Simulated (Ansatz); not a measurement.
# SnSe: a strain scan

Aim: for SnSe, see how energy and stress answer to the strain pattern (0, 0, 1, 0, 0, 0).

Computed with Ansatz 0.2.0 (DFT LDA, scalar-relativistic, plane waves, PAW, unless a step's input says otherwise).

## 1. The starting structure

Symmetry: Fm-3m, No. 225, cubic system. The conventional cell has a = 6.020 Å, b = 6.020 Å, c = 6.020 Å, α = 90.00°, β = 90.00°, γ = 90.00°. Sn (site symmetry m-3m) is surrounded by 6 Se at 3.01 Å. Around Se (site symmetry m-3m) lie 6 Sn at 3.01 Å.

Structure file:

```
Sn Se
1.0
     0.00000    3.01000    3.01000
     3.01000    0.00000    3.01000
     3.01000    3.01000    0.00000
Sn Se
1 1
Direct
  0.00000 0.00000 0.00000
  0.50000 0.50000 0.50000
```

No relaxation comes first: the listed cell is the starting point.

## 2. Zero of energy

Reference values: F = -11263.6217 eV; pressure -3.36 GPa; largest force 0.000 eV/Å; gap on the mesh 0.61 eV. It was computed beforehand with the settings of the runs below.

## 3. The scan: a strain scan

The cell is strained by ε times the Voigt pattern (0, 0, 1, 0, 0, 0) (xx, yy, zz, yz, xz, xy; engineering shear), with fractional coordinates fixed (clamped ions). The stress on the pattern is the sum of the stress components weighted by it, tension positive.

## 4. At ε = -0.0400

Contents of input.yaml:

```yaml
crystal:
  lattice:
    - [0.0, 3.01, 2.8896]
    - [3.01, 0.0, 2.8896]
    - [3.01, 3.01, 0.0]
  atoms:
    - { symbol: Sn, position: [0.0, 0.0, 0.0] }
    - { symbol: Se, position: [0.5, 0.5, 0.5] }
basis:
  ecutwfc: 420
kpoints:
  mp_grid: { grid: [8, 8, 8] }
hamiltonian:
  xc: lda
scf:
  occupations: { method: gaussian, width: 0.05 }
output:
  forces: true
  stress: true
  eigenvalues: true
```

On the command line:

```
$ ansatz run input.yaml --threads 1 --pin off --max-ram 2560MiB --backend cpu --events-out ev --progress --plain --runs-dir out
```

Standard output (excerpt; [...] marks lines left out):

```text
Warning: RAYON_NUM_THREADS=1 ignored (pool sized by the plan → 1); use --threads N
[...]
Pseudopotentials: kind: paw
Pseudopotential: Sn, paw, valence charge 14, recommended cutoff 420 eV (normal), Sn.paw.azcp
Pseudopotential: Se, paw, valence charge 16, recommended cutoff 420 eV (normal), Se.paw.azcp
Functional definition: SPW92
[...]
Crystal: 2 atoms, lattice volume = 52.360 Å³
Basis set: ecut = 420 eV, 1009 PW (Γ)
Bands: 19, of which v1, the nominal top of the filled ones, is band 15 counted from 1 (14 counted from 0)
Symmetry: 16 space group operations
Space group: I4/mmm (ITA 139), of the structure as read, at distance tolerance 3.7e-5 Å
k-points: 59 of 512
[...]
SCF iter   1: F=—  HF=-11263.634338 eV  |F-HF|=—  |Δ(HF+E_count)|=         —  Δρ=5.25e-3  dr2=7.44e-3  ethr=1.77e-3  ⟨swp⟩=5.8  Hψ=5444  notcnv=0
[...]
SCF iter   6: F=-11263.629286 eV  HF=-11263.629286 eV  |F-HF|=1.90e-9  |Δ(HF+E_count)|=   1.14e-7  Δρ=8.85e-6  dr2=2.23e-8  ethr=3.33e-10  ⟨swp⟩=5.5  Hψ=5194  notcnv=0
[...]
SCF converged after 6 iterations
Free energy (F): -11263.629286 eV
[...]
E sigma→0 (E₀):  -11263.629286 eV
Fermi energy:    9.575739 eV
[...]
--- Forces (eV/Å), atoms counted from 1 ---
  atom   1  Sn     0.00000000     0.00000000     0.00000000
  atom   2  Se     0.00000000     0.00000000     0.00000000
[...]
--- Stress (GPa, compression-positive) ---
       -2.986151       0.000000       0.000000
        0.000000      -2.986151       0.000000
        0.000000       0.000000       2.745043
  P = ⅓ Tr σ = -1.0758 GPa (-10.758 kbar)
--- Band table (eV; the first three rows and the last of 59) ---
  k-point 0: bands = ["-38.5874", "-38.5837", "-38.5837", "-38.5825", "-38.5807", "-12.1422", "-12.1371", "-12.1313", "-12.1296", "-12.1296", "-4.8394", "4.2602", "6.7798", "7.2030", "7.2030", "13.3878", "13.3878", "14.4277", "15.0952"]
[...]
```

Wall time 2.7 s (1 thread of Intel Xeon Platinum 8375C at 2.90GHz (Ice Lake), shared host); peak memory 0.4 GiB.

## 5. Point ε = 0.0300

input.yaml: that of step 4 with these lines changed.

```diff
@@ -2,4 +2,4 @@
   lattice:
-    - [0.0, 3.01, 2.8896]
-    - [3.01, 0.0, 2.8896]
+    - [0.0, 3.01, 3.1003]
+    - [3.01, 0.0, 3.1003]
     - [3.01, 3.01, 0.0]
```

On the command line:

```
$ ansatz run input.yaml --threads 1 --pin off --max-ram 2560MiB --backend cpu --events-out ev --progress --plain --runs-dir out
```

Standard output (excerpt; [...] marks lines left out):

```text
[...]
SCF converged after 6 iterations
Free energy (F): -11263.571695 eV
[...]
E sigma→0 (E₀):  -11263.571695 eV
Fermi energy:    8.486870 eV
[...]
--- Forces (eV/Å), atoms counted from 1 ---
  atom   1  Sn     0.00000000     0.00000000     0.00000000
  atom   2  Se     0.00000000     0.00000000     0.00000000
[...]
--- Stress (GPa, compression-positive) ---
       -3.628642       0.000000       0.000000
        0.000000      -3.628642       0.000000
        0.000000       0.000000      -6.230473
  P = ⅓ Tr σ = -4.4959 GPa (-44.959 kbar)
--- Band table (eV; the first three rows and the last of 59) ---
  k-point 0: bands = ["-39.4409", "-39.4390", "-39.4379", "-39.4371", "-39.4371", "-13.1761", "-13.1713", "-13.1713", "-13.1633", "-13.1632", "-5.3849", "3.0033", "6.1476", "6.1476", "6.4215", "11.9960", "12.6535", "12.6535", "14.0967"]
[...]
```

Run time: 2.9 s. Hardware: 1 thread of Intel Xeon Platinum 8375C at 2.90GHz (Ice Lake), shared host; peak memory 0.4 GiB.

## 6. At ε = -0.0200

input.yaml: that of step 5 with these lines changed.

```diff
@@ -2,4 +2,4 @@
   lattice:
-    - [0.0, 3.01, 3.1003]
-    - [3.01, 0.0, 3.1003]
+    - [0.0, 3.01, 2.9498]
+    - [3.01, 0.0, 2.9498]
     - [3.01, 3.01, 0.0]
```

On the command line:

```
$ ansatz run input.yaml --threads 1 --pin off --max-ram 2560MiB --backend cpu --events-out ev --progress --plain --runs-dir out
```

Standard output (excerpt; [...] marks lines left out):

```text
[...]
SCF converged after 6 iterations
Free energy (F): -11263.635868 eV
[...]
E sigma→0 (E₀):  -11263.635868 eV
Fermi energy:    9.274261 eV
[...]
--- Forces (eV/Å), atoms counted from 1 ---
  atom   1  Sn     0.00000000    -0.00000000    -0.00000000
  atom   2  Se    -0.00000000    -0.00000000    -0.00000000
[...]
--- Stress (GPa, compression-positive) ---
       -3.175947       0.000000       0.000000
        0.000000      -3.175947       0.000000
        0.000000       0.000000      -0.679909
  P = ⅓ Tr σ = -2.3439 GPa (-23.439 kbar)
--- Band table (eV; the first three rows and the last of 59) ---
  k-point 0: bands = ["-38.8429", "-38.8406", "-38.8402", "-38.8402", "-38.8388", "-12.4472", "-12.4437", "-12.4406", "-12.4394", "-12.4394", "-4.9964", "3.8739", "6.6823", "6.8858", "6.8858", "13.1698", "13.1698", "13.6654", "14.8538"]
[...]
```

It took 2.9 s on 1 thread of Intel Xeon Platinum 8375C at 2.90GHz (Ice Lake), shared host; peak memory 0.4 GiB.

## 7. Point ε = 0.0100

input.yaml: that of step 6 with these lines changed.

```diff
@@ -2,4 +2,4 @@
   lattice:
-    - [0.0, 3.01, 2.9498]
-    - [3.01, 0.0, 2.9498]
+    - [0.0, 3.01, 3.0401]
+    - [3.01, 0.0, 3.0401]
     - [3.01, 3.01, 0.0]
```

On the command line:

```
$ ansatz run input.yaml --threads 1 --pin off --max-ram 2560MiB --backend cpu --events-out ev --progress --plain --runs-dir out
```

Standard output (excerpt; [...] marks lines left out):

```text
[...]
SCF converged after 6 iterations
Free energy (F): -11263.608381 eV
[...]
E sigma→0 (E₀):  -11263.608381 eV
Fermi energy:    8.788778 eV
[...]
--- Forces (eV/Å), atoms counted from 1 ---
  atom   1  Sn     0.00000000     0.00000000     0.00000000
  atom   2  Se    -0.00000000    -0.00000000    -0.00000000
[...]
--- Stress (GPa, compression-positive) ---
       -3.450138       0.000000      -0.000000
        0.000000      -3.450138      -0.000000
       -0.000000      -0.000000      -4.456387
  P = ⅓ Tr σ = -3.7856 GPa (-37.856 kbar)
--- Band table (eV; the first three rows and the last of 59) ---
  k-point 0: bands = ["-39.2084", "-39.2073", "-39.2065", "-39.2058", "-39.2058", "-12.8885", "-12.8858", "-12.8858", "-12.8846", "-12.8833", "-5.2304", "3.3363", "6.4336", "6.4336", "6.5292", "12.6254", "12.8556", "12.8556", "14.4455"]
[...]
```

Run time: 3 s. Hardware: 1 thread of Intel Xeon Platinum 8375C at 2.90GHz (Ice Lake), shared host; peak memory 0.4 GiB.

## 8. At ε = 0.0400

input.yaml: that of step 7 with these lines changed.

```diff
@@ -2,4 +2,4 @@
   lattice:
-    - [0.0, 3.01, 3.0401]
-    - [3.01, 0.0, 3.0401]
+    - [0.0, 3.01, 3.1304]
+    - [3.01, 0.0, 3.1304]
     - [3.01, 3.01, 0.0]
```

On the command line:

```
$ ansatz run input.yaml --threads 1 --pin off --max-ram 2560MiB --backend cpu --events-out ev --progress --plain --runs-dir out
```

Standard output (excerpt; [...] marks lines left out):

```text
Warning: RAYON_NUM_THREADS=1 ignored (pool sized by the plan → 1); use --threads N
[...]
[... 4 set-up lines as earlier in the session ...]
[...]
Crystal: 2 atoms, lattice volume = 56.723 Å³
Basis set: ecut = 420 eV, 1115 PW (Γ)
Bands: 19, of which v1, the nominal top of the filled ones, is band 15 counted from 1 (14 counted from 0)
[... 1 set-up line as earlier in the session ...]
Space group: I4/mmm (ITA 139), of the structure as read, at distance tolerance 3.8e-5 Å
k-points: 59 of 512
[...]
SCF iter   1: F=—  HF=-11263.554331 eV  |F-HF|=—  |Δ(HF+E_count)|=         —  Δρ=4.91e-3  dr2=7.74e-3  ethr=1.77e-3  ⟨swp⟩=6.0  Hψ=5453  notcnv=0
[...]
SCF iter   6: F=-11263.549259 eV  HF=-11263.549259 eV  |F-HF|=4.55e-8  |Δ(HF+E_count)|=   4.28e-7  Δρ=1.14e-5  dr2=6.13e-8  ethr=3.33e-10  ⟨swp⟩=6.1  Hψ=5396  notcnv=0
[...]
SCF converged after 6 iterations
Free energy (F): -11263.549259 eV
[...]
E sigma→0 (E₀):  -11263.549259 eV
Fermi energy:    8.342149 eV
[...]
--- Forces (eV/Å), atoms counted from 1 ---
  atom   1  Sn     0.00000000     0.00000000    -0.00000000
  atom   2  Se     0.00000000     0.00000000    -0.00000000
[...]
--- Stress (GPa, compression-positive) ---
       -3.717060       0.000000       0.000000
        0.000000      -3.717060       0.000000
        0.000000       0.000000      -6.932342
  P = ⅓ Tr σ = -4.7888 GPa (-47.888 kbar)
--- Band table (eV; the first three rows and the last of 59) ---
  k-point 0: bands = ["-39.5535", "-39.5516", "-39.5495", "-39.5490", "-39.5490", "-13.3164", "-13.3103", "-13.3103", "-13.2993", "-13.2989", "-5.4617", "2.8438", "6.0090", "6.0090", "6.3656", "11.6995", "12.5545", "12.5545", "13.9284"]
[...]
```

Wall time 3.3 s (1 thread of Intel Xeon Platinum 8375C at 2.90GHz (Ice Lake), shared host); peak memory 0.41 GiB.

## 9. At ε = -0.0300

input.yaml: that of step 8 with these lines changed.

```diff
@@ -2,4 +2,4 @@
   lattice:
-    - [0.0, 3.01, 3.1304]
-    - [3.01, 0.0, 3.1304]
+    - [0.0, 3.01, 2.9197]
+    - [3.01, 0.0, 2.9197]
     - [3.01, 3.01, 0.0]
```

On the command line:

```
$ ansatz run input.yaml --threads 1 --pin off --max-ram 2560MiB --backend cpu --events-out ev --progress --plain --runs-dir out
```

Standard output (excerpt; [...] marks lines left out):

```text
[...]
SCF converged after 6 iterations
Free energy (F): -11263.635486 eV
[...]
E sigma→0 (E₀):  -11263.635486 eV
Fermi energy:    9.425086 eV
[...]
--- Forces (eV/Å), atoms counted from 1 ---
  atom   1  Sn     0.00000000     0.00000000    -0.00000000
  atom   2  Se     0.00000000    -0.00000000     0.00000000
[...]
--- Stress (GPa, compression-positive) ---
       -3.081996       0.000000       0.000000
        0.000000      -3.081996       0.000000
        0.000000       0.000000       0.931970
  P = ⅓ Tr σ = -1.7440 GPa (-17.440 kbar)
--- Band table (eV; the first three rows and the last of 59) ---
  k-point 0: bands = ["-38.7164", "-38.7132", "-38.7132", "-38.7129", "-38.7110", "-12.2961", "-12.2918", "-12.2870", "-12.2857", "-12.2857", "-4.9180", "4.0641", "6.7315", "7.0428", "7.0428", "13.2779", "13.2779", "14.0393", "14.9727"]
[...]
```

It took 3.4 s on 1 thread of Intel Xeon Platinum 8375C at 2.90GHz (Ice Lake), shared host; peak memory 0.39 GiB.

## 10. At ε = 0.0200

input.yaml: that of step 9 with these lines changed.

```diff
@@ -2,4 +2,4 @@
   lattice:
-    - [0.0, 3.01, 2.9197]
-    - [3.01, 0.0, 2.9197]
+    - [0.0, 3.01, 3.0702]
+    - [3.01, 0.0, 3.0702]
     - [3.01, 3.01, 0.0]
```

On the command line:

```
$ ansatz run input.yaml --threads 1 --pin off --max-ram 2560MiB --backend cpu --events-out ev --progress --plain --runs-dir out
```

Standard output (excerpt; [...] marks lines left out):

```text
Warning: RAYON_NUM_THREADS=1 ignored (pool sized by the plan → 1); use --threads N
[...]
[... 4 set-up lines as earlier in the session ...]
[...]
Crystal: 2 atoms, lattice volume = 55.633 Å³
Basis set: ecut = 420 eV, 1075 PW (Γ)
Bands: 19, of which v1, the nominal top of the filled ones, is band 15 counted from 1 (14 counted from 0)
[... 2 set-up lines as earlier in the session ...]
k-points: 59 of 512
[...]
SCF iter   1: F=—  HF=-11263.596607 eV  |F-HF|=—  |Δ(HF+E_count)|=         —  Δρ=4.97e-3  dr2=7.72e-3  ethr=1.77e-3  ⟨swp⟩=6.0  Hψ=5423  notcnv=0
[...]
SCF iter   6: F=-11263.591545 eV  HF=-11263.591545 eV  |F-HF|=3.13e-8  |Δ(HF+E_count)|=   3.48e-7  Δρ=1.05e-5  dr2=5.14e-8  ethr=3.33e-10  ⟨swp⟩=6.1  Hψ=5341  notcnv=0
[...]
SCF converged after 6 iterations
Free energy (F): -11263.591545 eV
[...]
E sigma→0 (E₀):  -11263.591545 eV
Fermi energy:    8.635715 eV
[...]
--- Forces (eV/Å), atoms counted from 1 ---
  atom   1  Sn     0.00000000     0.00000000     0.00000000
  atom   2  Se     0.00000000     0.00000000     0.00000000
[...]
--- Stress (GPa, compression-positive) ---
       -3.539692       0.000000       0.000000
        0.000000      -3.539692       0.000000
        0.000000       0.000000      -5.409078
  P = ⅓ Tr σ = -4.1628 GPa (-41.628 kbar)
--- Band table (eV; the first three rows and the last of 59) ---
  k-point 0: bands = ["-39.3259", "-39.3240", "-39.3238", "-39.3227", "-39.3227", "-13.0334", "-13.0298", "-13.0298", "-13.0252", "-13.0245", "-5.3078", "3.1674", "6.2891", "6.2891", "6.4759", "12.3045", "12.7539", "12.7539", "14.2690"]
[...]
```

It took 3 s on 1 thread of Intel Xeon Platinum 8375C at 2.90GHz (Ice Lake), shared host; peak memory 0.4 GiB.

## 11. ε = -0.0100

input.yaml: that of step 10 with these lines changed.

```diff
@@ -2,4 +2,4 @@
   lattice:
-    - [0.0, 3.01, 3.0702]
-    - [3.01, 0.0, 3.0702]
+    - [0.0, 3.01, 2.9799]
+    - [3.01, 0.0, 2.9799]
     - [3.01, 3.01, 0.0]
```

On the command line:

```
$ ansatz run input.yaml --threads 1 --pin off --max-ram 2560MiB --backend cpu --events-out ev --progress --plain --runs-dir out
```

Standard output (excerpt; [...] marks lines left out):

```text
Warning: RAYON_NUM_THREADS=1 ignored (pool sized by the plan → 1); use --threads N
[...]
[... 4 set-up lines as earlier in the session ...]
[...]
Crystal: 2 atoms, lattice volume = 53.996 Å³
Basis set: ecut = 420 eV, 1057 PW (Γ)
Bands: 19, of which v1, the nominal top of the filled ones, is band 15 counted from 1 (14 counted from 0)
[... 2 set-up lines as earlier in the session ...]
k-points: 59 of 512
[...]
SCF iter   1: F=—  HF=-11263.636151 eV  |F-HF|=—  |Δ(HF+E_count)|=         —  Δρ=5.10e-3  dr2=7.64e-3  ethr=1.77e-3  ⟨swp⟩=6.0  Hψ=5433  notcnv=0
[...]
SCF iter   6: F=-11263.631070 eV  HF=-11263.631070 eV  |F-HF|=2.11e-8  |Δ(HF+E_count)|=   2.56e-7  Δρ=1.02e-5  dr2=4.15e-8  ethr=3.33e-10  ⟨swp⟩=5.9  Hψ=5293  notcnv=0
[...]
SCF converged after 6 iterations
Free energy (F): -11263.631070 eV
[...]
E sigma→0 (E₀):  -11263.631070 eV
Fermi energy:    9.108115 eV
[...]
--- Forces (eV/Å), atoms counted from 1 ---
  atom   1  Sn     0.00000000     0.00000000     0.00000000
  atom   2  Se    -0.00000000     0.00000000     0.00000000
[...]
--- Stress (GPa, compression-positive) ---
       -3.268521       0.000000       0.000000
        0.000000      -3.268521       0.000000
        0.000000      -0.000000      -2.105684
  P = ⅓ Tr σ = -2.8809 GPa (-28.809 kbar)
--- Band table (eV; the first three rows and the last of 59) ---
  k-point 0: bands = ["-38.9668", "-38.9657", "-38.9646", "-38.9646", "-38.9639", "-12.5956", "-12.5929", "-12.5920", "-12.5906", "-12.5906", "-5.0746", "3.6893", "6.6323", "6.7319", "6.7319", "13.0635", "13.0635", "13.3054", "14.7384"]
[...]
```

Wall time 2.8 s (1 thread of Intel Xeon Platinum 8375C at 2.90GHz (Ice Lake), shared host); peak memory 0.37 GiB.

## 12. Point ε = 0.0350

input.yaml: that of step 11 with these lines changed.

```diff
@@ -2,4 +2,4 @@
   lattice:
-    - [0.0, 3.01, 2.9799]
-    - [3.01, 0.0, 2.9799]
+    - [0.0, 3.01, 3.11535]
+    - [3.01, 0.0, 3.11535]
     - [3.01, 3.01, 0.0]
```

On the command line:

```
$ ansatz run input.yaml --threads 1 --pin off --max-ram 2560MiB --backend cpu --events-out ev --progress --plain --runs-dir out
```

Standard output (excerpt; [...] marks lines left out):

```text
Warning: RAYON_NUM_THREADS=1 ignored (pool sized by the plan → 1); use --threads N
[...]
[... 4 set-up lines as earlier in the session ...]
[...]
Crystal: 2 atoms, lattice volume = 56.451 Å³
Basis set: ecut = 420 eV, 1091 PW (Γ)
Bands: 19, of which v1, the nominal top of the filled ones, is band 15 counted from 1 (14 counted from 0)
[... 2 set-up lines as earlier in the session ...]
k-points: 59 of 512
[...]
SCF iter   1: F=—  HF=-11263.565824 eV  |F-HF|=—  |Δ(HF+E_count)|=         —  Δρ=4.92e-3  dr2=7.72e-3  ethr=1.77e-3  ⟨swp⟩=6.0  Hψ=5408  notcnv=0
[...]
SCF iter   6: F=-11263.560777 eV  HF=-11263.560777 eV  |F-HF|=5.04e-8  |Δ(HF+E_count)|=   4.41e-7  Δρ=1.15e-5  dr2=6.36e-8  ethr=3.33e-10  ⟨swp⟩=6.1  Hψ=5375  notcnv=0
[...]
SCF converged after 6 iterations
Free energy (F): -11263.560777 eV
[...]
E sigma→0 (E₀):  -11263.560777 eV
Fermi energy:    8.414012 eV
[...]
--- Forces (eV/Å), atoms counted from 1 ---
  atom   1  Sn     0.00000000     0.00000000     0.00000000
  atom   2  Se     0.00000000     0.00000000     0.00000000
[...]
--- Stress (GPa, compression-positive) ---
       -3.672887       0.000000       0.000000
        0.000000      -3.672887      -0.000000
        0.000000       0.000000      -6.595651
  P = ⅓ Tr σ = -4.6471 GPa (-46.471 kbar)
--- Band table (eV; the first three rows and the last of 59) ---
  k-point 0: bands = ["-39.4974", "-39.4955", "-39.4940", "-39.4932", "-39.4932", "-13.2464", "-13.2410", "-13.2410", "-13.2315", "-13.2314", "-5.4233", "2.9230", "6.0779", "6.0779", "6.3938", "11.8463", "12.6039", "12.6039", "14.0120"]
[...]
```

Wall time 3.1 s (1 thread of Intel Xeon Platinum 8375C at 2.90GHz (Ice Lake), shared host); peak memory 0.4 GiB.

## 13. Results of the scan

All points in order; energies are free energies above the reference cell:

| ε | ΔE (meV/atom) | stress on the pattern (GPa) | pressure (GPa) | gap on the mesh (eV) |
| --- | --- | --- | --- | --- |
| -0.0400 | -3.8 | -2.75 | -1.1 | 0.75 |
| -0.0300 | -6.9 | -0.93 | -1.7 | 0.73 |
| -0.0200 | -7.1 | 0.68 | -2.3 | 0.71 |
| -0.0100 | -4.7 | 2.11 | -2.9 | 0.66 |
| 0.0000 | 0.0 | 3.36 | -3.4 | 0.61 |
| 0.0100 | 6.7 | 4.46 | -3.8 | 0.57 |
| 0.0200 | 15.1 | 5.41 | -4.2 | 0.54 |
| 0.0300 | 25.0 | 6.23 | -4.5 | 0.51 |
| 0.0350 | 30.5 | 6.60 | -4.6 | 0.50 |
| 0.0400 | 36.2 | 6.93 | -4.8 | 0.49 |

## 14. Results

| quantity | value |
| --- | --- |
| slope of the stress at ε = 0, over ±0.0100 | 118 GPa |

**Reading.** From the stress slope, C33 is about 118 GPa with the ions clamped; letting the atoms relax could not make it stiffer. The reference stands under -3.4 GPa, so this is no zero-stress constant. The energy drops below the reference, by 7.1 meV/atom at ε = -0.0200; the cell was taken as given and not relaxed at this level. The gap on the mesh stays between 0.49 and 0.75 eV.
